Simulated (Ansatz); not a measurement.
**YB3: properties of a relaxed candidate**

Aim: for this structure of YB3, see whether it has a gap, which orbitals make up the states near it and how charge is shared.

Method: DFT PBE, scalar-relativistic, plane waves, PAW, in Ansatz 0.2.0.

1 further run of the same task is left out (set aside as unsound or not needed).

**1. The system as given**

It takes space group Pmma (No. 51, orthorhombic). The conventional cell has a = 8.237 Å, b = 3.115 Å, c = 3.507 Å, α = 90.00°, β = 90.00°, γ = 90.00°. Y (site symmetry mm2) has 12 B at 2.62 to 2.79 Å as nearest neighbours. B (site symmetry m) is surrounded by 4 B at 1.72 to 1.81 Å. B (site symmetry 2/m) has 4 B at 1.80 Å as nearest neighbours.

Structure file:

```cif
data_structure
_symmetry_space_group_name_H-M 'Pmma'
_symmetry_Int_Tables_number 51
_cell_length_a 8.2367
_cell_length_b 3.1147
_cell_length_c 3.5065
_cell_angle_alpha 90.000
_cell_angle_beta 90.000
_cell_angle_gamma 90.000
_cell_volume 89.96
loop_
_atom_site_label
_atom_site_type_symbol
_atom_site_symmetry_multiplicity
_atom_site_Wyckoff_symbol
_atom_site_fract_x
_atom_site_fract_y
_atom_site_fract_z
_atom_site_occupancy
Y1 Y 2 e 0.25000 0.00000 0.96410 1
B1 B 4 j 0.51236 0.50000 0.75693 1
B2 B 2 c 0.00000 0.00000 0.50000 1
```

The cell was relaxed beforehand at this level, from a database cell with other species swapped in; it needn't be the stable form of this composition. At a tolerance of 0.05 Å it has space group Pmma (No. 51); it has 11.24 Å³/atom, an uncorrected energy of -0.20 eV/atom over the elements.

**2. Electronic structure at the relaxed geometry**

Contents of input.yaml:

```yaml
crystal:
  lattice:
    - [8.2366817464, 0.0, 0.0]
    - [0.0, 3.1146515308, 0.0]
    - [0.0, 0.0, 3.5065326165]
  atoms:
    - { symbol: "Y", position: [0.25, 0.0, 0.9641026967] }
    - { symbol: "Y", position: [0.75, 0.0, 0.0358973033] }
    - { symbol: B, position: [0.5123609982, 0.5, 0.7569278101] }
    - { symbol: B, position: [0.0123609982, 0.5, 0.2430721899] }
    - { symbol: B, position: [0.0, 0.0, 0.5] }
    - { symbol: B, position: [0.5, 0.0, 0.5] }
    - { symbol: B, position: [0.9876390018, 0.5, 0.7569278101] }
    - { symbol: B, position: [0.4876390018, 0.5, 0.2430721899] }
basis:
  ecutwfc: 420
kpoints:
  mp_grid: { grid: [6, 12, 10] }
  band_path:
    path:
      - [[0.0, 0.0, 0.0], [0.5, 0.0, 0.0], [0.5, 0.5, 0.0], [0.0, 0.5, 0.0], [0.0, 0.0, 0.0], [0.0, 0.0, 0.5], [0.5, 0.0, 0.5], [0.5, 0.5, 0.5], [0.0, 0.5, 0.5], [0.0, 0.0, 0.5]]
      - [[0.5, 0.0, 0.0], [0.5, 0.0, 0.5]]
      - [[0.0, 0.5, 0.0], [0.0, 0.5, 0.5]]
      - [[0.5, 0.5, 0.0], [0.5, 0.5, 0.5]]
    npoints: 14
hamiltonian:
  xc: pbe
scf:
  occupations: { method: gaussian, width: 0.1 }
  n_extra_bands: 20
output:
  forces: true
  stress: true
  eigenvalues: true
  populations: true
  dos: { projected: true, de: 0.02, nscf_kmesh: { grid: [8, 15, 12] } }
  bader: true
  write_density: true
  write_potential: true
  elf: true
  volumetric_format: npy
```

Command:

```console
> ansatz run input.yaml --threads 1 --pin off --max-ram 2048MiB --backend cpu --events-out ev --progress --plain --runs-dir out
```

The program printed:

```text
Warning: RAYON_NUM_THREADS=1 ignored (pool sized by the plan → 1); use --threads N
scf.n_extra_bands = 20 over 20 filled bands (N_el = 40.0): the run solves 40 bands
Engine: ansatz 0.2.0, aarch64-unknown-linux-gnu
Pseudopotentials: kind: paw
Pseudopotential: Y, paw, valence charge 11, recommended cutoff 420 eV (normal), Y.paw.azcp
Pseudopotential: B, paw, valence charge 3, recommended cutoff 420 eV (normal), B.paw.azcp
Functional definition: PBE
  parameter kappa = 0.804
  parameter beta = 0.06672455060314922
  exchange = pbe_x(kappa = kappa, mu = beta*pi^2/3)
  correlation = pbe_c(beta = beta)
Crystal: 8 atoms, lattice volume = 89.958 Å³
Basis set: ecut = 420 eV, 1743 PW (Γ), exchange–correlation on 120×48×48 points (8 copies of the dense FFT grid, shifted against one another)
Bands: 40, of which v1, the nominal top of the filled ones, is band 20 counted from 1 (19 counted from 0)
Symmetry: 8 space group operations
Space group: Pmma (ITA 51), of the structure as read, at distance tolerance 4.5e-5 Å
k-points: 168 of 720
Non-local potential: Y, projectors of the file, l = 0: 3, l = 1: 2, l = 2: 2, l = 3: 1
Non-local potential: B, projectors of the file, l = 0: 2, l = 1: 2, l = 2: 1
PAW form: soft (Blöchl's): semilocal exchange-correlation on the pseudo side does not see the compensation charge
PAW one-centre angular grid: Y, 590 points (default); XC on 64 Gauss nodes
PAW one-centre angular grid: B, 110 points (default); XC on 64 Gauss nodes
Initial density: superposition of atomic densities (neutral atoms: chi_scale 0, normalization atom), corrected by the library's trained network
Initial wavefunctions: pseudopotential atomic-orbital guess
Functional: x = pbe(κ = 0.804, μ = 0.2195149727645171), c = pbe(β = 0.06672455060314922)
SCF iter   1: F=—  HF=-8634.453166 eV  |F-HF|=—  |Δ(HF+E_count)|=         —  Δρ=9.70e-3  dr2=1.57e-1  ethr=1.77e-3  ⟨swp⟩=5.3  Hψ=28161  notcnv=0  defer=955
preconditioner: auto → Kerker (q_TF=auto, 2.384 Å⁻¹)  [metal: Δε(μ)=0.007 eV  Ē_g=16.953 eV  σ=0.100 eV  W_gap=0.04  n_scr=22 (ndim 8)  ℏωp=23.5 eV  f_vac=0.000  D(μ)=1.79/eV (n_scr^D=6)]
SCF iter   2: F=—  HF=-8634.424639 eV  |F-HF|=—  |Δ(HF+E_count)|=   2.85e-2  Δρ=5.47e-3  dr2=4.44e-2  ethr=3.91e-4  ⟨swp⟩=1.0  Hψ=8064  notcnv=0  defer=1177
SCF iter   3: F=—  HF=-8634.415141 eV  |F-HF|=—  |Δ(HF+E_count)|=   9.50e-3  Δρ=9.63e-4  dr2=8.90e-4  ethr=1.11e-4  ⟨swp⟩=2.0  Hψ=5985  notcnv=0  defer=1177
SCF iter   4: F=—  HF=-8634.415189 eV  |F-HF|=—  |Δ(HF+E_count)|=   4.75e-5  Δρ=2.20e-4  dr2=5.36e-5  ethr=2.23e-6  ⟨swp⟩=2.5  Hψ=6919  notcnv=0  defer=1177
SCF iter   5: F=—  HF=-8634.415202 eV  |F-HF|=—  |Δ(HF+E_count)|=   1.27e-5  Δρ=6.62e-5  dr2=6.49e-6  ethr=1.34e-7  ⟨swp⟩=2.5  Hψ=8222  notcnv=0  defer=1447
SCF iter   6: F=—  HF=-8634.415203 eV  |F-HF|=—  |Δ(HF+E_count)|=   1.28e-6  Δρ=1.66e-5  dr2=3.07e-7  ethr=1.62e-8  ⟨swp⟩=2.4  Hψ=6693  notcnv=0  defer=1458
SCF iter   7: F=-8634.415203 eV  HF=-8634.415203 eV  |F-HF|=9.12e-9  |Δ(HF+E_count)|=   2.95e-8  Δρ=4.16e-6  dr2=2.98e-8  ethr=2.50e-10  ⟨swp⟩=12.7  Hψ=43016  notcnv=0
SCF 1 converged in 7 iterations: F = -8634.415203 eV  dr2 = 2.98e-8
NSCF: frozen V_eff on 172 k-points
NSCF: frozen V_eff on 280 k-points
SCF converged after 7 iterations
Free energy (F): -8634.415203 eV
Harris-Foulkes:  -8634.415203 eV  (|F-HF|=9.12e-9)
Internal energy: -8634.406730 eV  (E = F + TS)
E sigma→0 (E₀):  -8634.410967 eV
Entropy (-TS):   -0.008473 eV (-1.059 meV/atom)
Fermi energy:    11.828076 eV
--- Per-component energies (eV) ---
  E_band       = -86.062656
  E_kinetic    = 909.996374
  E_local      = -1111.689270  (includes V_loc(G=0)·N_el)
  E_nonlocal   = 166.996274
  E_hartree    = 351.648871
  E_xc         = -542.988792
  E_vxc        = -631.970843  (∫ρ·V_xc dr)
  E_paw        = -6122.414455  (= ΣΔE_a)
  E_vpaw       = -122.691566  (= ΣTr[D̂ρ^β])
  E_aug_tail   = -0.000011  (compensation charges beyond the density's cutoff)
  E_ewald      = -2285.955720
  E_smearing   = -0.008473  (= −TS)
  E_closure    = -0.000000  (closes the sum)
  Σ components = -8634.415203   (vs F -8634.415203, Δ=0.00e0)
--- Forces (eV/Å), atoms counted from 1 ---
  atom   1  Y     -0.00000000    -0.00000000     0.00029546
  atom   2  Y      0.00000000     0.00000000    -0.00029546
  atom   3  B      0.00042623     0.00000000    -0.00006252
  atom   4  B      0.00042623    -0.00000000     0.00006252
  atom   5  B      0.00000000     0.00000000     0.00000000
  atom   6  B      0.00000000     0.00000000    -0.00000000
  atom   7  B     -0.00042623     0.00000000    -0.00006252
  atom   8  B     -0.00042623    -0.00000000     0.00006252
  max |Σ_I F_I| component: 2.37e-30 eV/Å
--- Stress (GPa, compression-positive) ---
       -0.006680       0.000000      -0.000000
        0.000000       0.002552      -0.000000
       -0.000000      -0.000000       0.007356
  P = ⅓ Tr σ = 0.0011 GPa (0.011 kbar)
--- Band table (eV; the first three rows and the last of 168) ---
  k-point 0: bands = ["-30.0300", "-30.0242", "-10.4075", "-10.1802", "-9.9776", "-9.9624", "-9.6340", "-9.6198", "-1.3513", "-0.3688", "5.2981", "6.1790", "6.7943", "7.3623", "7.7276", "7.8624", "8.4447", "9.3057", "10.3563", "10.9495", "11.8515", "13.3881", "13.5502", "15.1921", "16.0739", "16.2395", "16.3297", "16.4311", "16.7389", "17.4116", "17.6304", "17.8737", "19.4021", "19.6457", "20.0609", "20.1901", "20.5507", "21.6661", "22.2999", "22.4586"]
  k-point 1: bands = ["-30.0269", "-30.0211", "-10.3966", "-10.1733", "-10.0250", "-10.0068", "-9.6308", "-9.6169", "-1.2483", "-0.3391", "5.4482", "5.6233", "6.0161", "7.4566", "7.7964", "7.8843", "9.2714", "9.8428", "10.4701", "10.9969", "12.0894", "13.1883", "13.4986", "15.0990", "15.9862", "16.1421", "16.1725", "16.3819", "16.6992", "16.7100", "17.3988", "18.7492", "19.1439", "19.1481", "19.8635", "20.1224", "20.3563", "21.9903", "22.4995", "22.6152"]
  k-point 2: bands = ["-30.0187", "-30.0130", "-10.3676", "-10.1550", "-10.1462", "-10.1211", "-9.6223", "-9.6091", "-0.9503", "-0.2542", "4.5344", "4.9339", "5.9019", "7.7311", "7.7915", "7.9903", "10.4786", "10.6161", "10.6376", "11.5349", "12.6423", "12.7638", "13.7589", "14.7869", "14.9350", "15.1808", "15.8332", "16.4098", "16.6196", "16.9009", "17.8983", "18.2694", "18.9260", "19.1203", "19.4193", "19.6621", "20.1993", "21.9948", "22.2324", "22.7007"]
  k-point 167: bands = ["-29.8756", "-29.8756", "-10.6797", "-10.6797", "-10.2508", "-10.2508", "-10.0078", "-10.0078", "1.8586", "1.8586", "3.9539", "3.9539", "4.1536", "4.1536", "6.4194", "6.4194", "9.3660", "9.3660", "10.7233", "10.7233", "10.9948", "10.9948", "15.5033", "15.5033", "17.4931", "17.4931", "18.2357", "18.2357", "18.2542", "18.2542", "18.8606", "18.8606", "21.4754", "21.4754", "22.3625", "22.3625", "22.9299", "22.9299", "22.9488", "22.9488"]
--- Löwdin populations: 8 sites ---
  site symbol       q [e]
     0      Y     10.2676
     1      Y     10.2676
     2      B      3.1826
     3      B      3.1826
     4      B      3.3186
     5      B      3.3186
     6      B      3.1826
     7      B      3.1826
  spilling = 0.002427 (of n_electrons = 40.000000)
--- Bader charges: 8 sites ---
  site symbol  charge [e]  shift [e]
     0      Y      1.4648     0.0000
     1      Y      1.4648     0.0000
     2      B     -0.3349     0.0006
     3      B     -0.3348     0.0006
     4      B     -0.7951     0.0013
     5      B     -0.7951     0.0013
     6      B     -0.3348     0.0006
     7      B     -0.3349     0.0006
  estimated error of the sums over rays = 9.6e-4 e
```

It took 3.4 min on 1 thread of Arm Neoverse V1, shared host; peak memory 0.83 GiB.

By site:

```csv
atom,Löwdin electrons,Bader charge (e),Bader volume (Å³)
Y1,10.27,+1.46,14.9
Y2,10.27,+1.46,14.9
B3,3.18,-0.33,9.5
B4,3.18,-0.33,9.5
B5,3.32,-0.80,11.0
B6,3.32,-0.80,11.0
B7,3.18,-0.33,9.5
B8,3.18,-0.33,9.5
```

bands.tsv at the labelled points (eV, zero at the Fermi level; the bands nearest the Fermi level):

| point | band 17 | band 18 | band 19 | band 20 | band 21 | band 22 | band 23 | band 24 |
| --- | --- | --- | --- | --- | --- | --- | --- | --- |
| Γ | -3.38 | -2.52 | -1.47 | -0.88 | 0.02 | 1.56 | 1.72 | 3.36 |
| X | -3.00 | -3.00 | -0.67 | -0.67 | 0.38 | 0.38 | 3.16 | 3.16 |
| S | -2.30 | -2.30 | -1.25 | -1.25 | 0.60 | 0.60 | 1.81 | 1.81 |
| Y | -2.63 | -2.61 | -1.42 | 0.21 | 0.31 | 0.60 | 1.11 | 2.52 |
| Γ | -3.38 | -2.52 | -1.47 | -0.88 | 0.02 | 1.56 | 1.72 | 3.36 |
| Z | -2.97 | -0.68 | -0.11 | 0.18 | 1.52 | 1.94 | 2.13 | 2.22 |
| U | -1.94 | -1.94 | 0.62 | 0.62 | 0.72 | 0.72 | 2.67 | 2.67 |
| R | -2.46 | -2.46 | -1.10 | -1.10 | -0.83 | -0.83 | 3.67 | 3.67 |
| T | -3.31 | -2.37 | -1.59 | -0.72 | 0.04 | 0.19 | 1.16 | 4.20 |
| Z | -2.97 | -0.68 | -0.11 | 0.18 | 1.52 | 1.94 | 2.13 | 2.22 |
| X | -3.00 | -3.00 | -0.67 | -0.67 | 0.38 | 0.38 | 3.16 | 3.16 |
| U | -1.94 | -1.94 | 0.62 | 0.62 | 0.72 | 0.72 | 2.67 | 2.67 |
| Y | -2.63 | -2.61 | -1.42 | 0.21 | 0.31 | 0.60 | 1.11 | 2.52 |
| T | -3.31 | -2.37 | -1.59 | -0.72 | 0.04 | 0.19 | 1.16 | 4.20 |
| S | -2.30 | -2.30 | -1.25 | -1.25 | 0.60 | 0.60 | 1.81 | 1.81 |
| R | -2.46 | -2.46 | -1.10 | -1.10 | -0.83 | -0.83 | 3.67 | 3.67 |

States per cell in windows of 1 eV, from dos.tsv and pdos.tsv (zero at the Fermi level):

```
from  to  total  Y 4d  B 2s  B 2p
  -8  -7   1.75  0.17  0.48  1.04
  -7  -6   1.59  0.12  0.33  1.09
  -6  -5   2.18  0.16  0.23  1.70
  -5  -4   2.79  0.28  0.10  2.26
  -4  -3   2.47  0.42  0.06  1.90
  -3  -2   2.28  0.43  0.15  1.64
  -2  -1   2.21  0.71  0.07  1.33
  -1   0   3.00  1.32  0.05  1.48
   0   1   2.08  1.05  0.10  0.80
   1   2   2.59  1.56  0.11  0.75
   2   3   2.80  1.49  0.22  0.87
   3   4   3.61  1.63  0.47  1.22
   4   5   3.87  1.80  0.52  1.16
   5   6   4.63  2.55  0.58  1.08
```

A further 22 or so states lie below the table's range.

Density in a lattice plane of the grid's cell (edges 8.24 and 3.51 Å, at 0.000 of the third edge), which holds Y and B.

Values in e/Å³, 6 rows by 12 columns:
```
0.24 0.20 1.24 3.43 1.24 0.20 0.24 0.19 0.61 1.91 0.61 0.19
0.69 0.39 0.25 0.45 0.25 0.39 0.69 0.38 0.17 0.17 0.17 0.38
0.23 0.51 0.16 0.11 0.16 0.51 0.23 0.51 0.16 0.11 0.16 0.51
0.69 0.38 0.17 0.17 0.17 0.38 0.69 0.39 0.25 0.45 0.25 0.39
0.24 0.19 0.61 1.91 0.61 0.19 0.24 0.20 1.24 3.43 1.24 0.20
0.11 0.14 1.98 3.39 1.98 0.14 0.11 0.14 1.98 3.39 1.98 0.14
```
Columns run along the first of these edges and rows up along the second, over one cell in 12 and 6 even steps from the bottom left corner. Atoms in the plane (fractional): Y at (0.25, 0.96), Y at (0.75, 0.04), B at (0.00, 0.50), B at (0.50, 0.50).

ELF in the same plane.

Ten even steps from '0' (0.02) to '9' (0.85):
```
321299799212321179997112
775248984257775214541257
357522222575357631113675
006752125760006752125760
357631113675357522222575
775214541257775248984257
321179997112321299799212
000398589300000398589300
```
Columns run along the first of these edges and rows up along the second, over one cell in 24 and 8 even steps from the bottom left corner. Atoms in the plane (fractional): Y at (0.25, 0.96), Y at (0.75, 0.04), B at (0.00, 0.50), B at (0.50, 0.50).

Both are smooth fields of the valence electrons: close to the nuclei they are not physical.

Outside the cores ELF peaks at 0.87 on the B–B line, 0.9 Å from B; 0.65 in the shell around B, 1.0 Å from B.

**3. Results**

| quantity | value |
| --- | --- |
| gap | none (metal) |
| states at the Fermi level | 2.00 per eV per cell |
| Bader charges | Y +1.46, B -0.80 to -0.33 e |

**Reading.** It comes out metallic. Of the projected weight within 0.25 eV of the Fermi level, the largest part is B 2p (49 %) and Y 4d (44 %). Bader charges reach 1.5 e, so charge transfer in this metal is strong.
